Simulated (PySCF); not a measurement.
# B2F2H5PSi: the cost of one run

Programs: PySCF 2.14.0, with density-fitted response routines of our own. Each step states its level of theory. These are calculated values for one molecule in the gas phase, unless marked as measured. Atoms are numbered from 0 throughout.

## Step 1: The starting structure

11 atoms, charge 0, multiplicity 1; geometry from: PBE0-D3(BJ)/def2-SVP.

Bonds of the start (Å): B0–P1 1.86, P1–Si2 2.25, Si2–B3 2.03, B3–F4 1.32, B3–F5 1.32, B0–H6 1.21, B0–H7 1.21, P1–H8 1.42, Si2–H9 1.49, Si2–H10 1.49.

## Step 2: Core-electron binding energies: SCAN, X2C

Job settings and geometry (Å):

```
{"job": {"kind": "xps"}, "charge": 0, "multiplicity": 1}
B      2.014647    -0.512491    -0.776560
P      1.180003     0.309640     0.663706
Si    -0.773535     1.082981    -0.148619
B     -1.768796    -0.470068    -0.985539
F     -1.378626    -0.970484    -2.142957
F     -2.770549    -1.082986    -0.386496
H      2.622807    -1.541585    -0.618247
H      2.048674     0.074952    -1.829679
H      0.797697    -0.737041     1.545388
H     -0.391820     2.096304    -1.175182
H     -1.541961     1.724162     0.958407
```

Method: delta-SCF UKS SCAN, pcX-2 on the ionised atom, pcseg-1 elsewhere, spin-free X2C.

Command:

```console
OMP_NUM_THREADS=1 python probes_run.py task.json out
```

The driver reads the jobs from task.json and runs them one after another.

**Question.** How long does this first job take on 1 thread of Arm Neoverse V2, shared host, and how much memory does it need?

About 38 s, with a peak of 0.55 GiB.
